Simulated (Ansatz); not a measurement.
Crystal: CuO2.

```
Cu O
1.0
     1.41261   -5.21075    0.00000
     1.41261    5.21075    0.00000
     0.00000    0.00000    4.34342
Cu O
2 4
Direct
  0.16725 0.83275 0.75000
  0.83275 0.16725 0.25000
  0.78897 0.21103 0.75000
  0.21103 0.78897 0.25000
  0.55149 0.44851 0.75000
  0.44851 0.55149 0.25000
```

The cell comes from a database or a generator and needn't be the stable form of this composition.

* Program: Ansatz 0.2.0
* Task: relaxation of cell and atoms
* Functional: PBEsol
* Potentials or basis: Ansatz PAW
* Cutoff: 420 eV (not typed: the program's choice for these potentials)
* k mesh: 10 × 10 × 6
* Occupations: fermi-dirac, width 0.05 eV
* Spin: no spin polarisation

At the start: volume 10.66 Å³/atom.

How do energy, volume and symmetry change on relaxing?

It ends after 16 steps and the volume is 9.30 Å³/atom (-12.7 %); space group Cmcm (No. 63, to 0.05 Å).

Step by step:
```
step  energy change (eV)  largest force (eV/Å)  volume (Å³)
   1              0.0000                0.5173        63.94
   2             -0.1238                0.2581        60.37
   3             -0.1720                0.2093        56.26
   4             -0.1703                0.0990        57.88
   5             -0.1746                0.0748        57.51
   6             -0.1767                0.0502        57.34
   7             -0.1824                0.0204        56.71
   8             -0.1830                0.0089        56.66
   9             -0.1829                0.0076        56.67
  10             -0.1829                0.0007        56.67
  11             -0.1607                0.0025        56.67
  12             -0.1677                0.0068        55.78
  13             -0.1671                0.0071        55.92
  14             -0.1628                0.0069        55.92
  15             -0.1635                0.0034        55.81
  16             -0.1629                0.0035        55.81
```

Final structure:
```
Cu O
1.0
     1.41290   -4.84237    0.00000
     1.41290    4.84237    0.00000
     0.00000    0.00000    4.07860
Cu O
2 4
Direct
  0.15927 0.84073 0.75000
  0.84073 0.15927 0.25000
  0.79059 0.20941 0.75000
  0.20941 0.79059 0.25000
  0.53255 0.46745 0.75000
  0.46745 0.53255 0.25000
```

Caveat: the plane-wave basis is chosen anew once the cell has moved, so the energies of steps on either side of that aren't comparable; the pressure holds a Pulay correction of +1.0 GPa for the finite cutoff; the run has no spin polarisation, though such a crystal can be magnetic; the PAW data sets come from PBE, with cores solved anew for the run's functional, which leaves a small shift of forces and pressure.
